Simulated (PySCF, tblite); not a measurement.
# C2H8O3Si2: geometry, infrared bands and NMR shifts

Wanted: the infrared bands and NMR shifts of C2H8O3Si2 (`O[Si@@H]1COC[SiH2]O1`), by calculation.

Computed with tblite 0.8.0 and PySCF 2.14.0, with density-fitted response routines of our own, on a single molecule in the gas phase. Atoms count from 0, in the outputs and in this text.

### Step 1. Starting geometry

15 atoms, charge 0, multiplicity 1; geometry from: force field or distance geometry start.

Bonds of the start (Å): O0–Si1 1.74, Si1–C2 1.85, C2–O3 1.38, O3–C4 1.36, C4–Si5 1.86, Si5–O6 1.73, O6–Si1 1.72, O0–H7 0.99, Si1–H8 1.47, C2–H9 1.11, C2–H10 1.11, C4–H11 1.13, C4–H12 1.12, Si5–H13 1.48, Si5–H14 1.46.

### Step 2. Relaxing the molecule with GFN2-xTB

Job settings and geometry (Å):

```
{"job": {"kind": "relax", "xc": "GFN2-xTB", "basis": "xTB"}, "charge": 0, "multiplicity": 1}
O      2.810900    -0.114700     0.887700
Si     1.123900     0.111700     0.545800
C      0.281800    -1.471300     0.099900
O     -1.047600    -1.337700    -0.255200
C     -1.598100    -0.098900    -0.162400
Si    -0.706700     1.226200    -1.114200
O      0.999300     1.137700    -0.831700
H      3.007500     0.032700     1.846500
H      0.466500     0.790100     1.673300
H      0.798600    -1.862600    -0.802800
H      0.412400    -2.186400     0.938300
H     -2.617900    -0.165400    -0.633100
H     -1.785300     0.255900     0.881200
H     -1.155900     2.518400    -0.552300
H     -0.993800     1.172200    -2.542900
```

Started as:

```
> OMP_NUM_THREADS=1 python probes_run.py task.json out
```

The driver reads the jobs from task.json and runs them one after another.

**Question.** This job is followed by: GFN2-xTB harmonic vibrations, gas phase; GIAO PBE0/pcSseg-1 NMR shielding, non-relativistic, gas phase. Predict these results of the whole session: strongest single infrared mode (GFN2-xTB); zero-point energy (GFN2-xTB); 13C shifts against TMS (PBE0/pcSseg-1); 1H shifts against TMS (PBE0/pcSseg-1); 17O shifts against H2O (PBE0/pcSseg-1); 29Si shifts against TMS (PBE0/pcSseg-1).

**Answer**, as computed:

| quantity | value |
| --- | --- |
| strongest single infrared mode (GFN2-xTB) | 2306 cm⁻¹, 419 km/mol |
| zero-point energy (GFN2-xTB) | 63.7 kcal/mol |
| 13C shifts against TMS (PBE0/pcSseg-1) | 66.9, 63.3 ppm |
| 1H shifts against TMS (PBE0/pcSseg-1) | 5.25, 5.19, 4.93, 3.96, 3.68, 3.10, 3.08, 2.24 ppm |
| 17O shifts against H2O (PBE0/pcSseg-1) | 53.1, 45.6, -8.9 ppm |
| 29Si shifts against TMS (PBE0/pcSseg-1) | -27.7, -36.7 ppm |

Relaxing lowered the energy by 1.215 eV in 118 steps; the close pair that moved most is O0–Si1, from 1.736 to 1.617 Å. No mode is imaginary among the 39: a minimum at this level. The strongest single mode, at 2306 cm⁻¹, moves mainly H8. Unscaled tight-binding wavenumbers are off by several per cent, some by more. Its intensities can rank the bands wrongly. At PBE0/pcSseg-1: The largest span, 111 ppm, is at O6, where the paramagnetic term is -111 ppm.
